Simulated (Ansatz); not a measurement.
# GeH2 (SMILES [GeH2]): revPBE/def2-TZVPPD

What is the vertical ionisation energy of GeH2 at revPBE/def2-TZVPPD? 

Program for the calculation: Ansatz 0.2.0.

34 further runs of the same task are left out: 34 set aside as unsound or not needed.

## (1) The molecule

GeH2: 3 atoms, total charge 0, spin state singlet. SMILES: `[GeH2]`. The coordinates come from a PBE0-D4/def2-TZVP relaxation.

Bond lengths: Ge1–H2 1.595 Å, Ge1–H3 1.594 Å. Angles: H2–Ge1–H3 90.6°.

## (2) A single-point energy at revPBE/def2-TZVPPD

molecule.yaml reads:

```yaml
crystal:
  periodic: [false, false, false]
  atoms:
    - {symbol: Ge, position_ang: [-0.570100, 0.405100, -0.263700]}
    - {symbol: H, position_ang: [0.783000, 0.743600, 0.509000]}
    - {symbol: H, position_ang: [-0.212900, -1.148700, -0.245300]}
basis:
  gaussian:
    orbitals: def2-TZVPPD.json
hamiltonian:
  xc: {name: revPBE}
accuracy: high
output: {orbitals: {seedname: orbitals}}
```

The basis set def2-TZVPPD is read from a file made from the Basis Set Exchange's data (not shown).

Command:

```sh
$ ansatz run molecule.yaml --threads 1 --pin off --max-ram 3480MiB --events-out events.jsonl --progress --plain --runs-dir runs
```

What it wrote:

```text
Warning: RAYON_NUM_THREADS=1 ignored (pool sized by the plan → 1); use --threads N
Functional definition: revPBE
  name "revPBE"
  parameter kappa = 1.245
  parameter beta = 0.06672455060314922
  exchange = pbe_x(kappa = kappa, mu = beta*pi^2/3)
  correlation = pbe_c(beta = beta)
1286 factors; integrals over basis functions are off by at most 4.5e-9 eV
mean field evaluation 1: about -56543.9826 eV, gradient 2.2e1 eV
mean field evaluation 2: about -56543.9168 eV, gradient 2.7e1 eV
mean field evaluation 4: about -56544.8994 eV, gradient 6.7e-1 eV
mean field evaluation 8: about -56544.8985 eV, gradient 2.6e-2 eV
mean field evaluation 16: about -56544.8985 eV, gradient 2.2e-7 eV
mean field -56544.89850877 eV, -2077.9866926886 hartree, gradient 3.1e-9 eV, S^2 0.000000; 0 other end points of the search recorded, 0 dependent functions left out
reference -56544.89851210 eV, -2077.9866928107 hartree; 17, 17 occupied and 71, 71 virtual orbitals, 1286 factors
Total energy: -56544.89851210 eV, -2077.9866928107 hartree
```

Wall time 2.5 s (1 thread of Arm Neoverse V2, shared host); peak memory 0.15 GiB.

## (3) The doublet cation at the same level

run.yaml reads:

```yaml
crystal:
  periodic: [false, false, false]
  atoms:
    - {symbol: Ge, position_ang: [-0.570100, 0.405100, -0.263700]}
    - {symbol: H, position_ang: [0.783000, 0.743600, 0.509000]}
    - {symbol: H, position_ang: [-0.212900, -1.148700, -0.245300]}
basis:
  gaussian:
    orbitals: def2-TZVPPD.json
total_charge: 1
magnetization:
  spin_polarized: true
  initial_magnetization: 1
hamiltonian:
  xc: {name: revPBE}
accuracy: high
output: {orbitals: {seedname: orbitals}}
```

The basis set def2-TZVPPD is read from a file made from the Basis Set Exchange's data (not shown).

Command:

```sh
$ ansatz run run.yaml --threads 1 --pin off --max-ram 3480MiB --events-out events.jsonl --progress --plain --runs-dir runs
```

What it wrote (excerpt; [...] marks lines left out):

```text
Warning: RAYON_NUM_THREADS=1 ignored (pool sized by the plan → 1); use --threads N
[... 6 set-up lines as earlier in the session ...]
1286 factors; integrals over basis functions are off by at most 4.5e-9 eV
mean field evaluation 1: about -56534.1443 eV, gradient 1.5e1 eV
mean field evaluation 2: about -56533.6283 eV, gradient 1.7e1 eV
mean field evaluation 4: about -56535.5628 eV, gradient 1.2e0 eV
mean field evaluation 8: about -56535.5649 eV, gradient 6.9e-3 eV
mean field evaluation 16: about -56535.5649 eV, gradient 1.1e-6 eV
mean field -56535.56489983 eV, -2077.6436888865 hartree, gradient 5.3e-8 eV, S^2 0.752679; 0 other end points of the search recorded, 0 dependent functions left out
reference -56535.56490319 eV, -2077.6436890099 hartree; 17, 16 occupied and 71, 72 virtual orbitals, 1286 factors
Total energy: -56535.56490319 eV, -2077.6436890099 hartree
```

It took 4.2 s on 1 thread of Arm Neoverse V2, shared host; peak memory 0.18 GiB.

## (4) What came out

At revPBE/def2-TZVPPD:

| quantity | value |
| --- | --- |
| singlet GeH2: total energy | -2077.98669 Eh |
| singlet GeH2: HOMO energy | -5.85 eV |
| singlet GeH2: LUMO energy | -3.84 eV |
| singlet GeH2: HOMO–LUMO gap | 2.01 eV |
| doublet cation: total energy | -2077.64369 Eh |
| doublet cation: HOMO energy (highest over α and β) | -14.38 eV |
| doublet cation: LUMO energy (lowest over α and β) | -12.81 eV |
| doublet cation: ⟨S²⟩ | 0.753 |
| vertical ionisation energy (to the doublet cation) | 9.334 eV |

What this shows: The vertical ionisation energy comes to 9.33 eV (901 kJ/mol). The negative HOMO energy of the first species, 5.85 eV, lies 3.48 eV below that difference.
